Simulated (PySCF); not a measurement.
# C5H7Br: the cost of one run

Programs: PySCF 2.14.0, with routines of our own; each step states its level. All values are computed. Atoms count from 0.

## 1. The system as given

13 atoms, charge 0, multiplicity 1; geometry from: GFN2-xTB.

## 2. Magnetic properties: GIAO B3LYP/pcSseg-1

What the job is given:

```
{"job": {"kind": "mag", "xc": "B3LYP", "basis": "pcSseg-1", "isotopologues": 2}, "charge": 0, "multiplicity": 1}
Br     0.734191    -1.488570     2.114423
C      0.795645    -0.864620     0.210837
C      1.212813     0.562542     0.190059
C      0.181632     1.359739    -0.047446
C     -1.088586     0.592008    -0.247549
C     -0.601465    -0.856245    -0.406240
H      1.491364    -1.557052    -0.259894
H      2.223723     0.857490     0.408220
H      0.206583     2.434277    -0.084248
H     -1.650566     0.938375    -1.114867
H     -1.729676     0.705452     0.631214
H     -1.270085    -1.580924     0.054318
H     -0.509961    -1.101987    -1.466555
```

With the program's defaults for keys left out, this is: GIAO B3LYP/pcSseg-1 magnetisability, rotational g tensor and spin-rotation constants, non-relativistic, gas phase.

Run with:

```console
$ OMP_NUM_THREADS=1 python excited_run.py task.json out
```

The driver reads the jobs from task.json and runs them one after another.

Q: Estimate the wall time and peak memory of this first job on 1 thread of Arm Neoverse N1, shared host.

About 42 s, with a peak of 0.9 GiB.
